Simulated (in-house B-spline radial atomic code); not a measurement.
# K²⁺: excited configurations

How much energy does it take to promote electrons of K²⁺ to other shells? Each configuration is solved by itself and compared with the reference.

Method: scalar-relativistic (spin-free one-electron X2C) BHandHLYP, spin-polarised, spherical density, exact exchange averaged over the configuration, Fermi nucleus, basis-set limit. Code: in-house B-spline radial atomic code version 1.

## 1. Starting point

- element: potassium (Z = 19)
- charge: +2
- electrons: 17
- configuration: [Ne] 3s2 3p5
- Hamiltonian: scalar-relativistic (X2C)
- nucleus: Fermi, rms radius 3.435 fm

The outer shells:

[Ne] 3s2 3p5
```
[Ne] core
3s [↑↓]
3p [↑↓][↑↓][↑ ]
```

Where spins are not typed, each open shell is filled with up spins first.

Settings of the run:

```ini
Z = 19
electrons = 17.0
configuration = [Ne] 3s2 3p5
hamiltonian = x2c
method = bhandhlyp
spin_polarised = True
nucleus = fermi
rms_radius = 3.4349
mass_number = 39
atomic_mass = 38.96370648482
speed_of_light = 137.035999084
exact_exchange = averaged over the configuration
```

From the earlier run of the reference: total energy -600.924208 hartree. Levels, eight at most:

| orbital | occupation | energy (eV) | <r> (bohr) |
| --- | --- | --- | --- |
| 2s up | 1 | -399.20 | 0.3857 |
| 2s down | 1 | -398.87 | 0.3856 |
| 2p up | 3 | -321.02 | 0.3492 |
| 2p down | 3 | -320.44 | 0.3496 |
| 3s up | 1 | -63.815 | 1.232 |
| 3s down | 1 | -61.107 | 1.238 |
| 3p up | 3 | -43.947 | 1.352 |
| 3p down | 2 | -42.475 | 1.363 |

## 2. Run with [Ne] 3s2 3p4 4p1

Settings of the run:

```ini
Z = 19
electrons = 17.0
configuration = [Ne] 3s2 3p4 4p1
hamiltonian = x2c
method = bhandhlyp
spin_polarised = True
nucleus = fermi
rms_radius = 3.4349
mass_number = 39
atomic_mass = 38.96370648482
speed_of_light = 137.035999084
exact_exchange = averaged over the configuration
```

Command:

```
python run_scf.py task.json out
```

task.json lists these runs, among others, and the program works through them in turn.

## 3. Run with [He] 2s2 2p5 3s2 3p5 4s1

Changes to the settings of step 2:

```diff
@@ -2,3 +2,3 @@
 electrons = 17.0
-configuration = [Ne] 3s2 3p4 4p1
+configuration = [He] 2s2 2p5 3s2 3p5 4s1
 hamiltonian = x2c
```

## 4. Configuration [Ne] 3s2 3p4 4s1

Changes to the settings of step 3:

```diff
@@ -2,3 +2,3 @@
 electrons = 17.0
-configuration = [He] 2s2 2p5 3s2 3p5 4s1
+configuration = [Ne] 3s2 3p4 4s1
 hamiltonian = x2c
```

## 5. Run with [Ne] 3s1 3p6

Changes to the settings of step 4:

```diff
@@ -2,3 +2,3 @@
 electrons = 17.0
-configuration = [Ne] 3s2 3p4 4s1
+configuration = [Ne] 3s1 3p6
 hamiltonian = x2c
```

## 6. Run with [Ne] 3s1 3p5 4d1

Changes to the settings of step 5:

```diff
@@ -2,3 +2,3 @@
 electrons = 17.0
-configuration = [Ne] 3s1 3p6
+configuration = [Ne] 3s1 3p5 4d1
 hamiltonian = x2c
```

## 7. Run with [Ne] 3s2 3p4 4d1

Changes to the settings of step 6:

```diff
@@ -2,3 +2,3 @@
 electrons = 17.0
-configuration = [Ne] 3s1 3p5 4d1
+configuration = [Ne] 3s2 3p4 4d1
 hamiltonian = x2c
```

Before running: How far above the reference does each configuration lie (order and size, in eV)?

As calculated:

| net move | configuration | 2|M_S|+1 | energy above the reference (eV) | largest <r> (bohr) |
| --- | --- | --- | --- | --- |
| 3s → 3p | [Ne] 3s1 3p6 | 2 | 19.399 | 1.37 |
| 3p → 4s | [Ne] 3s2 3p4 4s1 | 4 | 25.651 | 3.19 |
| 3p → 4p | [Ne] 3s2 3p4 4p1 | 4 | 29.618 | 3.66 |
| 3p → 4d | [Ne] 3s2 3p4 4d1 | 4 | 35.002 | 4.88 |
| 3s → 4d | [Ne] 3s1 3p5 4d1 | 4 | 53.702 | 4.84 |
| 2p → 4s | [He] 2s2 2p5 3s2 3p5 4s1 | 4 | 305.97 | 3.12 |

The lowest of them is 3s → 3p at 19.399 eV and the highest 2p → 4s at 305.97 eV. 1 of them lies more than 60 % above minus the reference's highest level (42.475 eV), in the range where a state can decay by emitting an electron. Two partly filled shells share a symmetry and can mix in the average, which may lower the energy, for: 2p → 4s. The reference has 2|M_S|+1 = 2; 5 of the configurations differ from it in spin. These are spherical averages at the typed spins, not spectroscopic levels.
